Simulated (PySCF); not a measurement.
# GeTe: bond curves at several levels of theory

The task here is to estimate one member of a computed series from the others.

Method: Ge def2-SVP, Te def2-SVP with ECP28, scalar-relativistic core potentials; program: PySCF 2.14.0.

Set-up of the first run:

The job is set up so:

```yaml
atoms: Ge, Te
charge: 0
basis: Ge def2-SVP, Te def2-SVP with ECP28
Hamiltonian: scalar-relativistic core potentials
basis_functions: 58
electrons_treated: 56
masses_in_u: 73.9212, 129.9062
levels: PBE0, PBE, r²SCAN, B97-3, M06-L, r²SCANh, HSE06, HF, MP2, SCS-MP2, CCSD, CCSD(T)
grid: 80 radial by 434 angular points
occupations: held fixed by the projection of orbital angular momentum
dissociation_limit: Ge + Te, each in its ground configuration
starting_distance_in_angstrom: 2.480
values_of_2S_to_try: 0, 2, 4
```

Launch:

```console
$ OMP_NUM_THREADS=1 python dia.py task.json out
```

Among the steps run: Set-up; The PBE0 curve of the state that the search chose; Excited determinants; PBE (GGA); r²SCAN (meta-GGA); B97-3; M06-L; r²SCANh; HSE06; RHF; Correlated methods on the Hartree–Fock reference.

One table of the session follows, with a row left open; its other results are not shown here.

Energy (eV) from each level's lowest point:

| R (Å) | RHF | RHF-MP2 | RHF-SCS-MP2 | RHF-CCSD | RHF-CCSD(T) |
| --- | --- | --- | --- | --- | --- |
| 2.022 | 1.562 | 1.752 | 1.763 | n/a | n/a |
| 2.116 | 0.657 | 0.803 | 0.809 | 0.793 | 0.858 |
| 2.210 | 0.177 | 0.269 | 0.272 | 0.261 | 0.304 |
| 2.280 | 0.022 | 0.070 | 0.071 | 0.065 | 0.088 |
| 2.351 | 0.000 | 0.000 | 0.000 | 0.000 | 0.000 |
| 2.421 | ? | ? | ? | ? | ? |
| 2.516 | 0.302 | 0.182 | 0.180 | 0.197 | 0.133 |
| 2.633 | 0.706 | 0.501 | 0.498 | 0.525 | 0.403 |
| 2.774 | 1.296 | 1.008 | 1.002 | 1.024 | 0.819 |
| 2.962 | 2.140 | 1.841 | 1.819 | n/a | n/a |

Estimate the missing values for R (Å) = 2.421.

Worked estimate for «RHF». A straight line through the neighbours (2.351, 0.000) and (2.516, 0.302) gives 0.000 + (0.302 − 0.000) × (2.421 − 2.351) / (2.516 − 2.351) = 0.128; a parabola fitted to 4 rows on both sides gives 0.087.

As computed: RHF: 0.079; RHF-MP2: 0.029; RHF-SCS-MP2: 0.028; RHF-CCSD: 0.035; RHF-CCSD(T): 0.010. In «RHF» the line misses by +0.049 and the parabola by +0.008.

Caveats from the session: Lowest PBE0 solution found, without spin–orbit coupling: ¹Σ⁺ (singlet), closed shell. Warnings in the runs' records: inverted.
